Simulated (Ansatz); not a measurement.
Predict the output of the script below (the Ansatz DFT code, driven from Python).

`f2hin.py`
```python
# -*- coding: utf-8 -*-
'''How F2HIn relaxes after losing an electron.'''

import itertools

import ansatz as az
from ase.data import atomic_numbers, covalent_radii
import numpy as np

GEOMETRY = '''
F    -1.65670   -0.51270    0.14010
In    0.17750   -0.00700    0.01120
F     1.40600   -1.10580    0.88560
H     0.12890    1.56520   -1.05720
'''

molecule = az.Crystal.molecule()
for line in GEOMETRY.strip().splitlines():
    symbol, *xyz = line.split()
    molecule = molecule.atom(symbol, [float(v) for v in xyz])

job = (
    molecule.calculation()
    .basis(gaussian='def2-SVP')
    .functional('r2scan')
)
symbols = [site.symbol for site in molecule.cartesian_sites]
start = np.array([site.position_ang for site in molecule.cartesian_sites], dtype=float)
rep = job.relax(force_tolerance=0.01, max_steps=100).run(threads=1, backend='cpu').report
end = np.array(rep['positions_ang'])

minimum = az.Crystal.molecule()
for symbol, place in zip(symbols, end):
    minimum = minimum.atom(symbol, place.tolist())
ion = minimum.calculation()
ion = ion.basis(gaussian='def2-SVP')
ion = ion.functional('r2scan')
ion = ion.charge(1).spin('collinear', total=1)
vertical = ion.run(threads=1, backend='cpu').report
settled = ion.relax(force_tolerance=0.01, max_steps=80).run(threads=1, backend='cpu').report
print(f'vertical ionisation energy   {vertical["free_energy_ev"] - rep["free_energy_ev"]:.3f} eV')
print(f'adiabatic, no zero point     {settled["free_energy_ev"] - rep["free_energy_ev"]:.3f} eV')
print(f'relaxation energy of the ion {vertical["free_energy_ev"] - settled["free_energy_ev"]:.3f} eV')
ionised = np.array(settled['positions_ang'])
# pairs closer than 1.2 times the sum of covalent radii, before or after
radius = [covalent_radii[atomic_numbers[s]] for s in symbols]
span = lambda where, i, j: np.linalg.norm(where[i] - where[j])
bonded = [(i, j) for i, j in itertools.combinations(range(len(symbols)), 2) if min(span(end, i, j), span(ionised, i, j)) < 1.2 * (radius[i] + radius[j])]
print('pair        before    after (A)')
for i, j in bonded:
    print(f'{symbols[i]}{i}-{symbols[j]}{j}'.ljust(10), f'{span(end, i, j):8.4f} {span(ionised, i, j):8.4f}')
```

Running `python f2hin.py` prints:
```text
vertical ionisation energy   11.871 eV
adiabatic, no zero point     11.509 eV
relaxation energy of the ion 0.363 eV
pair        before    after (A)
F0-In1       1.9511   1.8988
In1-F2       1.9511   1.8988
In1-H3       1.6899   2.0449
```

Caveats:
- The energies are electronic: no zero-point or thermal terms, and the basis set is short of its limit. The product may relax into another structure. The relaxation finds the nearest minimum, so the adiabatic value is an upper bound.
- def2 sets replace the cores of elements past krypton by effective core potentials.
- The whole script took 2.4 min on 1 thread of Arm Neoverse N1, with other jobs on the host, peak memory 0.24 GiB.
